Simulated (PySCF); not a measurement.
**C₃H₈O₂Si: runs on many settings**

Which settings matter for C₃H₈O₂Si (`C[SiH]1OCCO1`), and how do bad ones show?

Programs: PySCF 2.14.0, with density-fitted response routines of our own. Each step states its level of theory. These are calculated values for one molecule in the gas phase, unless marked as measured. Atoms are numbered from 0 throughout.

1 further run of the same task is left out (for a known fault of the program).

### Step 1. The molecule as given

14 atoms, charge 0, multiplicity 1; geometry from: GFN2-xTB.

Bonds of the start (Å): C0–Si1 1.88, Si1–O2 1.64, O2–C3 1.40, C3–C4 1.54, C4–O5 1.40, O5–Si1 1.64, C0–H6 1.08, C0–H7 1.09, C0–H8 1.08, Si1–H9 1.46, C3–H10 1.09, C3–H11 1.09, C4–H12 1.09, C4–H13 1.09.

### Step 2. Shielding tensors: PBE0/pcSseg-1

What the job is given:

```
{"job": {"kind": "nmr", "xc": "PBE0", "basis": "pcSseg-1"}, "charge": 0, "multiplicity": 1}
C     -2.289869     0.065927     0.520164
Si    -0.714678     0.443398    -0.442656
O      0.458398     1.031532     0.547390
C      1.688292     0.425266     0.283805
C      1.414685    -0.919913    -0.422480
O      0.122308    -0.876981    -0.953317
H     -2.695256     0.976902     0.944506
H     -2.129124    -0.640822     1.328803
H     -3.039109    -0.347590    -0.144389
H     -0.914597     1.317576    -1.597314
H      2.222484     0.287873     1.226551
H      2.275012     1.080962    -0.367849
H      2.127818    -1.092900    -1.232276
H      1.472959    -1.751704     0.286896
```

With the program's defaults for keys left out, this is: GIAO PBE0/pcSseg-1 NMR shielding, non-relativistic, gas phase.

The run is started by

```console
$ OMP_NUM_THREADS=1 python probes_run.py task.json out
```

This one command runs all jobs of the session in turn.

Log:

```text
coarse grid: 12016 points
cycle   1  E = -558.4754334697  dE =  8.720e-01  |g| = 8.976e-01  |ddm| = 3.291e+00
cycle   2  E = -558.3113926588  dE =  1.640e-01  |g| = 1.311e+00  |ddm| = 1.787e+00
cycle   3  E = -558.6194035778  dE = -3.080e-01  |g| = 8.928e-02  |ddm| = 1.188e+00
cycle   4  E = -558.6207417910  dE = -1.338e-03  |g| = 3.726e-02  |ddm| = 8.145e-02
cycle   5  E = -558.6210775083  dE = -3.357e-04  |g| = 5.835e-03  |ddm| = 3.186e-02
cycle   6  E = -558.6210849933  dE = -7.485e-06  |g| = 9.874e-04  |ddm| = 5.533e-03
final grid: 110944 points
cycle   7  E = -558.6770036005  dE = -1.785e-05  |g| = 1.194e-02  |ddm| = 1.903e-02
cycle   8  E = -558.6769766822  dE =  2.692e-05  |g| = 1.714e-02  |ddm| = 1.743e-02
cycle   9  E = -558.6770298239  dE = -5.314e-05  |g| = 1.052e-03  |ddm| = 1.094e-02
cycle  10  E = -558.6770300609  dE = -2.370e-07  |g| = 1.337e-04  |ddm| = 1.011e-03
cycle  11  E = -558.6770300649  dE = -4.046e-09  |g| = 3.500e-05  |ddm| = 1.415e-04
cycle  12  E = -558.6770300652  dE = -2.472e-10  |g| = 1.199e-05  |ddm| = 4.451e-05
converged SCF energy = -558.6770300652

GIAO shielding tensors (ppm)
atom      isotropic    diamagn.    paramagn.     s11        s22        s33       span
  0 C      186.762     256.078     -69.316    179.470    182.171    198.645     19.175
  1 Si     337.198     881.638    -544.440    284.133    361.798    365.662     81.529
  2 O      295.825     398.047    -102.222    254.611    274.022    358.843    104.232
  3 C      121.085     244.229    -123.144     87.700    111.450    164.105     76.405
  4 C      121.126     244.277    -123.151     89.813    109.826    163.739     73.926
  5 O      300.722     398.198     -97.476    249.858    286.193    366.116    116.258
  6 H       31.517      30.200       1.316     27.281     28.970     38.298     11.017
  7 H       31.556      32.181      -0.625     27.077     29.318     38.272     11.195
  8 H       31.603      29.977       1.625     27.436     28.810     38.562     11.127
  9 H       26.675      30.192      -3.516     22.939     24.015     33.072     10.133
 10 H       27.418      28.844      -1.426     23.425     25.552     33.279      9.854
 11 H       27.571      29.075      -1.504     22.488     25.834     34.392     11.904
 12 H       27.498      28.467      -0.969     23.441     25.605     33.447     10.005
 13 H       27.490      29.771      -2.281     22.627     25.639     34.203     11.576
```

Run time: 22 s. Hardware: 1 thread of Arm Neoverse N1, shared host; peak memory 0.7 GiB.

Shifts follow as δ = σ(reference) − σ, with reference shieldings (ppm) from runs at the same level and on the same kind of geometry: 1H TMS 31.72, 13C TMS 186.9, 29Si TMS 349.2, 17O H2O 336.1. The references are single molecules in the gas phase, so shifts against H2O, NH3, PH3, H3PO4 or CFCl3 are not on the usual liquid scales and can be off by tens of ppm. Atoms listed in one row are averaged.

```
     atoms                                                   environment  σ (ppm)  δ (ppm)  δ scaled to CDCl3
    C3, C4                                           sp3 CH2 bonded to O    121.1     65.8               62.3
        C0                                    methyl carbon bonded to Si    186.8      0.2               -1.8
        H9  hydrogen on a silicon bonded to C, 2 O, in a 5-membered ring    26.68     5.04                  –
  H10, H13                            hydrogen on an sp3 CH2 bonded to O    27.45     4.26               4.12
  H11, H12                            hydrogen on an sp3 CH2 bonded to O    27.53     4.18               4.05
H6, H7, H8                      hydrogen on a methyl carbon bonded to Si    31.56     0.16               0.25
       Si1             silicon bonded to C, 2 O, H, in a 5-membered ring    337.2     12.0                  –
    O2, O5                  oxygen bonded to C, Si, in a 5-membered ring    298.3     37.8                  –
```

The scaled column applies a straight-line fit of computed shieldings to shifts measured in CDCl3 (root-mean-square error 0.16 ppm for H, 1.9 ppm for C).

Charges from the same density, by scheme (e):

```
 atoms  Mulliken    IAO  Hirshfeld  ESP fit
    C0     -0.65  -0.76      -0.21    -0.89
   Si1      1.07   1.33       0.48     1.13
O2, O5     -0.62  -0.65      -0.25    -0.54
C3, C4      0.04  -0.07       0.00     0.11
```

Mayer bond orders: C0–Si1 0.95, Si1–O2 0.98, O2–C3 0.90, C3–C4 1.03, C4–O5 0.90, O5–Si1 0.98.

Ring of atoms Si1, O2, C3, C4, O5: NICS(0) -7.4, NICS(1) -2.4, NICS(1)zz -5.5 ppm (means of both faces).

### Step 3. Excited states and response: PBE0/def2-SVPD

Settings changed since step 2:

```diff
@@ -1,2 +1,2 @@
-{"job": {"kind": "nmr", "xc": "PBE0", "basis": "pcSseg-1"}, "charge": 0, "multiplicity": 1}
+{"job": {"kind": "uv", "xc": "PBE0", "basis": "def2-SVPD", "nstates": 6, "ntriplets": 2}, "charge": 0, "multiplicity": 1}
 C     -2.289869     0.065927     0.520164
```

Level: TDDFT PBE0/def2-SVPD, vertical, gas phase, core orbitals frozen in the response.

Log:

```text
coarse grid: 12016 points
cycle   1  E = -558.2224123587  dE =  8.224e-01  |g| = 8.453e-01  |ddm| = 5.305e+00
cycle   2  E = -558.0409017347  dE =  1.815e-01  |g| = 1.290e+00  |ddm| = 2.404e+00
cycle   3  E = -558.3590374072  dE = -3.181e-01  |g| = 9.080e-02  |ddm| = 1.411e+00
cycle   4  E = -558.3605219861  dE = -1.485e-03  |g| = 3.788e-02  |ddm| = 1.516e-01
cycle   5  E = -558.3608869008  dE = -3.649e-04  |g| = 5.970e-03  |ddm| = 4.753e-02
cycle   6  E = -558.3608952942  dE = -8.393e-06  |g| = 1.186e-03  |ddm| = 1.432e-02
final grid: 110944 points
cycle   7  E = -558.4460652645  dE = -1.990e-05  |g| = 1.092e-02  |ddm| = 8.415e-02
cycle   8  E = -558.4460405752  dE =  2.469e-05  |g| = 1.584e-02  |ddm| = 2.746e-02
cycle   9  E = -558.4460890534  dE = -4.848e-05  |g| = 1.110e-03  |ddm| = 1.697e-02
cycle  10  E = -558.4460893422  dE = -2.888e-07  |g| = 1.177e-04  |ddm| = 1.402e-03
cycle  11  E = -558.4460893453  dE = -3.096e-09  |g| = 3.965e-05  |ddm| = 2.581e-04
cycle  12  E = -558.4460893456  dE = -3.047e-10  |g| = 2.218e-05  |ddm| = 9.207e-05
converged SCF energy = -558.4460893456

Static polarisability (au): isotropic 64.066, principal 57.257 59.874 75.065

Singlet excitations
state   eV       nm        f      main configurations
  1   7.2382    171.3   0.00160   H->L 0.85
  2   7.4473    166.5   0.00125   H-1->L 0.67, H->L+1 0.14, H->L+2 0.10
  3   7.4587    166.2   0.00908   H->L+1 0.33, H-1->L+2 0.23, H-1->L+1 0.22
  4   7.6449    162.2   0.01815   H-1->L+2 0.32, H->L+2 0.21, H-1->L 0.17
  5   7.8252    158.4   0.01132   H->L+2 0.53, H->L+1 0.36
  6   7.8927    157.1   0.12695   H-1->L+1 0.53, H-1->L+2 0.38

Triplet excitations (Tamm-Dancoff, eV): 7.0264 7.1501
```

Run time: 34 s. Hardware: 1 thread of Arm Neoverse N1, shared host; peak memory 0.79 GiB.

Frontier orbitals and where they lie:

```
orbital     eV                       atoms
 HOMO−3  -9.60   O2 43 %, O5 43 %, Si1 6 %
 HOMO−2  -8.99   O5 20 %, C3 19 %, O2 19 %
 HOMO−1  -8.01  O2 35 %, Si1 14 %, C0 12 %
   HOMO  -7.87   O5 40 %, O2 14 %, C4 12 %
   LUMO   0.63  Si1 23 %, C4 12 %, C3 11 %
 LUMO+1   0.93  Si1 20 %, C0 15 %, O5 14 %
 LUMO+2   1.03  Si1 25 %, O2 14 %, C0 13 %
```

With each of the 6 states as a Gaussian band of 0.4 eV half-width at 1/e, the curve within the window shown has maxima at 158 nm (ε 6,300) L/(mol cm). Beyond the last state computed it falls off for lack of states. The curve at chosen wavelengths:

| nm | ε (L/mol/cm) |
| --- | --- |
| 151 | 3253 |
| 152 | 3950 |
| 154 | 5231 |
| 155 | 5724 |
| 157 | 6246 |
| 158 | 6251 |
| 159 | 6091 |
| 161 | 5378 |
| 162 | 4890 |
| 164 | 3815 |
| 165 | 3286 |
| 166 | 2788 |
| 168 | 1932 |
| 169 | 1582 |
| 171 | 1033 |
| 172 | 824 |
| 173 | 653 |
| 175 | 402 |
| 176 | 312 |
| 178 | 185 |
| 179 | 141 |
| 180 | 106 |
| 182 | 60 |
| 183 | 44 |
| 185 | 24 |
| 186 | 17 |

Further results of this job:

```
           property  computed
  dipole moment (D)      0.57
polarisability (Å³)      9.49
 HOMO–LUMO gap (eV)      8.50
      −ε(HOMO) (eV)      7.87
```

### Step 4. Shielding tensors: PBE0/pcSseg-1

Settings changed since step 3:

```diff
@@ -1,2 +1,2 @@
-{"job": {"kind": "uv", "xc": "PBE0", "basis": "def2-SVPD", "nstates": 6, "ntriplets": 2}, "charge": 0, "multiplicity": 1}
+{"job": {"kind": "nmr", "xc": "PBE0", "basis": "pcSseg-1", "pop": true}, "charge": 0, "multiplicity": 1}
 C     -2.289869     0.065927     0.520164
```

Method: GIAO PBE0/pcSseg-1 NMR shielding, non-relativistic, gas phase.

Log:

```text
coarse grid: 12016 points
cycle   1  E = -558.4754334697  dE =  8.720e-01  |g| = 8.976e-01  |ddm| = 3.291e+00
cycle   2  E = -558.3113926588  dE =  1.640e-01  |g| = 1.311e+00  |ddm| = 1.787e+00
cycle   3  E = -558.6194035778  dE = -3.080e-01  |g| = 8.928e-02  |ddm| = 1.188e+00
cycle   4  E = -558.6207417910  dE = -1.338e-03  |g| = 3.726e-02  |ddm| = 8.145e-02
cycle   5  E = -558.6210775083  dE = -3.357e-04  |g| = 5.835e-03  |ddm| = 3.186e-02
cycle   6  E = -558.6210849933  dE = -7.485e-06  |g| = 9.874e-04  |ddm| = 5.533e-03
final grid: 110944 points
cycle   7  E = -558.6770036005  dE = -1.785e-05  |g| = 1.194e-02  |ddm| = 1.903e-02
cycle   8  E = -558.6769766822  dE =  2.692e-05  |g| = 1.714e-02  |ddm| = 1.743e-02
cycle   9  E = -558.6770298239  dE = -5.314e-05  |g| = 1.052e-03  |ddm| = 1.094e-02
cycle  10  E = -558.6770300609  dE = -2.370e-07  |g| = 1.337e-04  |ddm| = 1.011e-03
cycle  11  E = -558.6770300649  dE = -4.046e-09  |g| = 3.500e-05  |ddm| = 1.415e-04
cycle  12  E = -558.6770300652  dE = -2.472e-10  |g| = 1.199e-05  |ddm| = 4.451e-05
converged SCF energy = -558.6770300652

GIAO shielding tensors (ppm)
atom      isotropic    diamagn.    paramagn.     s11        s22        s33       span
  0 C      186.762     256.078     -69.316    179.470    182.171    198.645     19.175
  1 Si     337.198     881.638    -544.440    284.133    361.798    365.662     81.529
  2 O      295.825     398.047    -102.222    254.611    274.022    358.843    104.232
  3 C      121.085     244.229    -123.144     87.700    111.450    164.105     76.405
  4 C      121.126     244.277    -123.151     89.813    109.826    163.739     73.926
  5 O      300.722     398.198     -97.476    249.858    286.193    366.116    116.258
  6 H       31.517      30.200       1.316     27.281     28.970     38.298     11.017
  7 H       31.556      32.181      -0.625     27.077     29.318     38.272     11.195
  8 H       31.603      29.977       1.625     27.436     28.810     38.562     11.127
  9 H       26.675      30.192      -3.516     22.939     24.015     33.072     10.133
 10 H       27.418      28.844      -1.426     23.425     25.552     33.279      9.854
 11 H       27.571      29.075      -1.504     22.488     25.834     34.392     11.904
 12 H       27.498      28.467      -0.969     23.441     25.605     33.447     10.005
 13 H       27.490      29.771      -2.281     22.627     25.639     34.203     11.576
```

It took 22 s on 1 thread of Arm Neoverse N1, shared host; peak memory 0.73 GiB.

In short: δ C3 65.8, C0 0.2, Si1 12.0, O2 37.8, H9 5.04, H10 4.26 ppm (means over like atoms).

### Step 5. TDDFT and polarisability: B97-D/pcSseg-1

Settings changed since step 4:

```diff
@@ -1,2 +1,2 @@
-{"job": {"kind": "nmr", "xc": "PBE0", "basis": "pcSseg-1", "pop": true}, "charge": 0, "multiplicity": 1}
+{"job": {"kind": "uv", "xc": "B97-D", "basis": "pcSseg-1", "nstates": 1, "ntriplets": 2, "tda": true}, "charge": 0, "multiplicity": 1}
 C     -2.289869     0.065927     0.520164
```

Level: TDA B97-D/pcSseg-1, vertical, gas phase, core orbitals frozen in the response.

Log:

```text
coarse grid: 12016 points
cycle   1  E = -558.6167941491  dE =  7.765e-01  |g| = 1.102e+00  |ddm| = 3.370e+00
cycle   2  E = -557.9892137368  dE =  6.276e-01  |g| = 2.083e+00  |ddm| = 3.306e+00
cycle   3  E = -558.8364014236  dE = -8.472e-01  |g| = 1.870e-01  |ddm| = 2.654e+00
cycle   4  E = -558.8424352718  dE = -6.034e-03  |g| = 9.273e-02  |ddm| = 2.156e-01
cycle   5  E = -558.8444956520  dE = -2.060e-03  |g| = 1.591e-02  |ddm| = 8.558e-02
cycle   6  E = -558.8445608006  dE = -6.515e-05  |g| = 4.437e-03  |ddm| = 2.153e-02
cycle   7  E = -558.8445640982  dE = -3.298e-06  |g| = 2.239e-03  |ddm| = 5.484e-03
final grid: 110944 points
cycle   8  E = -558.9082931969  dE = -7.722e-05  |g| = 9.325e-03  |ddm| = 2.815e-02
cycle   9  E = -558.9082662041  dE =  2.699e-05  |g| = 1.454e-02  |ddm| = 1.906e-02
cycle  10  E = -558.9083067579  dE = -4.055e-05  |g| = 2.548e-03  |ddm| = 1.351e-02
cycle  11  E = -558.9083076972  dE = -9.393e-07  |g| = 8.860e-04  |ddm| = 2.361e-03
cycle  12  E = -558.9083078722  dE = -1.750e-07  |g| = 9.335e-05  |ddm| = 7.786e-04
cycle  13  E = -558.9083078734  dE = -1.165e-09  |g| = 5.670e-05  |ddm| = 1.090e-04
cycle  14  E = -558.9083078739  dE = -5.479e-10  |g| = 1.009e-05  |ddm| = 4.448e-05
converged SCF energy = -558.9083078739

Static polarisability (au): isotropic 57.744, principal 49.022 55.160 69.051

Singlet excitations
state   eV       nm        f      main configurations
  1   6.9599    178.1   0.00505   H->L 0.97

Triplet excitations (Tamm-Dancoff, eV): 6.7898 6.9733
```

Run time: 27 s. Hardware: 1 thread of Arm Neoverse N1, shared host; peak memory 0.51 GiB.

Key values: HOMO -6.28 eV, LUMO 0.60 eV; lowest singlet 6.96 eV.

### Step 6. Shielding tensors: WP04/pcSseg-1

Settings changed since step 5:

```diff
@@ -1,2 +1,2 @@
-{"job": {"kind": "uv", "xc": "B97-D", "basis": "pcSseg-1", "nstates": 1, "ntriplets": 2, "tda": true}, "charge": 0, "multiplicity": 1}
+{"job": {"kind": "nmr", "xc": "WP04", "basis": "pcSseg-1", "pop": true, "scf": {"max_cycle": 5}}, "charge": 0, "multiplicity": 1}
 C     -2.289869     0.065927     0.520164
```

Level: GIAO WP04/pcSseg-1 NMR shielding, non-relativistic, gas phase.

Log:

```text
final grid: 110944 points
cycle   1  E = -568.0061790612  dE =  8.445e-01  |g| = 1.363e+00  |ddm| = 3.374e+00
cycle   2  E = -567.4010602613  dE =  6.051e-01  |g| = 2.210e+00  |ddm| = 3.005e+00
cycle   3  E = -568.3221990266  dE = -9.211e-01  |g| = 2.006e-01  |ddm| = 2.333e+00
cycle   4  E = -568.3283935579  dE = -6.195e-03  |g| = 9.755e-02  |ddm| = 1.889e-01
cycle   5  E = -568.3307089748  dE = -2.315e-03  |g| = 1.244e-02  |ddm| = 7.849e-02
SCF not converged, last energy = -568.3307089748
```

Run time: 6.7 s. Hardware: 1 thread of Arm Neoverse N1, shared host; peak memory 0.62 GiB.

**What went wrong.** The cap of 5 cycles ended the SCF at a gradient of 1.2e-02. The remedy is to raise the cap. Numbers printed on the way are no properties of the molecule.

### Step 7. Run by run: electronic excitations

Excitations and ground-state properties, with basis size and wall time:

```
           run  lowest singlet (eV)  brightest (eV)      f  gap (eV)  α (Å³)  μ (D)  functions  time
PBE0/def2-SVPD                 7.24            7.89  0.127      8.50    9.49   0.57        194  34 s
B97-D/pcSseg-1                 6.96            6.96  0.005      6.89    8.56   0.67        149  27 s
```

### Step 8. Results

```
                                                               quantity                                            value
13C shifts against TMS (PBE0/pcSseg-1, means over atoms taken as alike)                                    65.8, 0.2 ppm
 1H shifts against TMS (PBE0/pcSseg-1, means over atoms taken as alike)                       5.04, 4.26, 4.18, 0.16 ppm
                                29Si shifts against TMS (PBE0/pcSseg-1)                                         12.0 ppm
17O shifts against H2O (PBE0/pcSseg-1, means over atoms taken as alike)                                         37.8 ppm
                                        lowest singlet (PBE0/def2-SVPD)                      7.24 eV (171 nm), f = 0.002
                               brightest single state of those computed                      state 6, 7.89 eV, f = 0.127
                                                         lowest triplet                                          7.03 eV
                                            range of the lowest singlet                                  6.96 to 7.24 eV
                                          property runs in this session  5, of which 1 failed and 0 gave unsound results
```

Single values in the summary come from the first run of each kind that ended normally (PBE0/pcSseg-1; PBE0/def2-SVPD), which need not be the best level. The most deshielded carbon is C3, C4 (mean) (sp3 CH2 bonded to O), at 65.8 ppm: deshielded by the electronegative neighbour. At PBE0/pcSseg-1: Shielding is most anisotropic at O2, O5 (span 110 ppm, paramagnetic term -100 ppm). The first singlet state (HOMO→LUMO 0.85) lies at 7.24 eV and is weak; of the 6 states computed, the strongest absorption comes from state 6 at 7.89 eV (the last computed, so partners may be missing). The lowest triplet lies 0.21 eV below the lowest singlet (triplets in Tamm-Dancoff, singlets in full TDDFT). States above −ε(HOMO) lie where TDDFT describes them poorly and they hang on the basis; the brightest is among them. The lowest singlet runs from 6.96 eV (B97-D/pcSseg-1) to 7.24 eV (PBE0/def2-SVPD), while the orbital gap spans 6.89 to 8.50 eV. The lowest state need not be the same one in every run. The runs solved for a few states only, so the brightest column depends on that window.
